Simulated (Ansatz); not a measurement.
**C2H7OPSi: geometry optimisation in Python**

Wanted for C2H7OPSi: a geometry optimisation.

All numbers are computed with the Python package of Ansatz 0.2.0. Level of theory: PBE0/cc-pVDZ.

### 1 Starting point

Bond lengths: C1–C2 1.333 Å, C2–Si3 1.848 Å, Si3–O4 1.716 Å, Si3–P5 2.209 Å, C1–H6 1.086 Å, C1–H7 1.085 Å, C2–H8 1.085 Å, Si3–H9 1.470 Å, O4–H10 0.990 Å, P5–H11 1.453 Å, P5–H12 1.452 Å. Angles (14 of 16 angles, heavy atoms first): C1–C2–Si3 121.3°, C2–Si3–O4 109.7°, C2–Si3–P5 109.9°, O4–Si3–P5 109.5°, C1–C2–H8 119.8°, Si3–C2–H8 118.9°, C2–C1–H6 121.1°, C2–C1–H7 120.0°, C2–Si3–H9 109.2°, O4–Si3–H9 109.5°, P5–Si3–H9 109.1°, Si3–O4–H10 104.6°, Si3–P5–H11 93.7°, Si3–P5–H12 94.1°.

The script holds or builds the structure itself.

### 2 The script

c2h7opsi_opt.py

```python
import warnings

import ansatz as az
import numpy as np

warnings.simplefilter('ignore', az.DeckWarning)

geometry_ang = [
    ('C', (1.5173, 0.9029, -0.1788)),
    ('C', (1.0605, -0.3496, -0.1693)),
    ('Si', (-0.6607, -0.7394, 0.3804)),
    ('O', (-0.9006, -0.1664, 1.9804)),
    ('P', (-2.1185, 0.2215, -0.9725)),
    ('H', (0.8902, 1.7312, 0.1364)),
    ('H', (2.5325, 1.107, -0.5026)),
    ('H', (1.7077, -1.1629, -0.481)),
    ('H', (-0.8606, -2.1958, 0.3451)),
    ('H', (-0.2732, -0.6972, 2.5329)),
    ('H', (-1.408, -0.1782, -2.1748)),
    ('H', (-1.4866, 1.5269, -0.8963)),
]
molecule = az.Crystal.molecule()
for symbol, xyz in geometry_ang:
    molecule = molecule.atom(symbol, xyz)

base = molecule.calculation().basis(gaussian='cc-pVDZ').functional('pbe0')
symbols = [site.symbol for site in molecule.cartesian_sites]
start = np.array([site.position_ang for site in molecule.cartesian_sites], dtype=float)
def progress(event):
    if event['event'] == 'relax_step':
        row = event['data']
        print(f'step {row["step"]:3d}  E = {row["lagrangian_ev"]:.6f} eV  max force {row["allowed_force_max_ev_ang"]:.4f} eV/A')


report = base.relax(force_tolerance=0.005).session().plan().execute(on_event=progress).report
end = np.array(report['positions_ang'])

print(f'E = {report["free_energy_ev"]:.6f} eV = {report["free_energy_ev"] / 27.211386246:.7f} Ha')
print('converged:', report['converged'], ' doubts:', report['published_state_doubts'] or 'none')

print('final positions (A) and the move of each atom')
for symbol, xyz, old in zip(symbols, end, start):
    print(f'{symbol:2s} {xyz[0]:10.5f} {xyz[1]:10.5f} {xyz[2]:10.5f}   {np.linalg.norm(xyz - old):7.4f}')

charges = report['charge_distribution']
dipole = np.array(charges['dipole_moment_e_ang']) * 4.803205
print('dipole (D): {:.3f} {:.3f} {:.3f}, length {:.3f}'.format(*dipole, np.linalg.norm(dipole)))
print('atom  Mulliken   Lowdin')
for symbol, m, l in zip(symbols, charges['mulliken_charges_e'], charges['lowdin_charges_e']):
    print(f'{symbol:4s} {m:9.3f} {l:8.3f}')
```

### 3 What the engine is handed

The engine receives this input:

```yaml
crystal:
  periodic: [false, false, false]
  atoms:
    - { symbol: C, position_ang: [1.5173, 0.9029, -0.1788] }
    - { symbol: C, position_ang: [1.0605, -0.3496, -0.1693] }
    - { symbol: Si, position_ang: [-0.6607, -0.7394, 0.3804] }
    - { symbol: O, position_ang: [-0.9006, -0.1664, 1.9804] }
    - { symbol: P, position_ang: [-2.1185, 0.2215, -0.9725] }
    - { symbol: H, position_ang: [0.8902, 1.7312, 0.1364] }
    - { symbol: H, position_ang: [2.5325, 1.107, -0.5026] }
    - { symbol: H, position_ang: [1.7077, -1.1629, -0.481] }
    - { symbol: H, position_ang: [-0.8606, -2.1958, 0.3451] }
    - { symbol: H, position_ang: [-0.2732, -0.6972, 2.5329] }
    - { symbol: H, position_ang: [-1.408, -0.1782, -2.1748] }
    - { symbol: H, position_ang: [-1.4866, 1.5269, -0.8963] }
basis:
  gaussian:
    orbitals: cc-pVDZ
hamiltonian:
  xc: pbe0
relax:
  f_tol: 0.005
```

### 4 The run

Command:

```console
> python c2h7opsi_opt.py
```

Without the output at hand: what should come out? Wanted: total energy; dipole moment; moves of the relaxation; energy gained; last largest force component.

As calculated:

| quantity | value |
| --- | --- |
| total energy | -21390.4595 eV |
| dipole moment | 2.29 D |
| moves of the relaxation | 22 |
| energy gained | 0.243 eV |
| last largest force component | 0.0027 eV/Å |

**Reading.** The relaxation took 22 moves; the largest shift is 1.183 Å, of atom 6 (H). So large a move can change the bonding: the results belong to the relaxed structure. These settings explore the input space; basis and method may be short of convergence. The end point is the stationary point reached from this start; no frequency run checks that it is a minimum, and the basis set is modest. The Löwdin charges here are taken after orthogonalising the functions within each atom; they differ from plain Löwdin charges, and their signs can be unphysical.
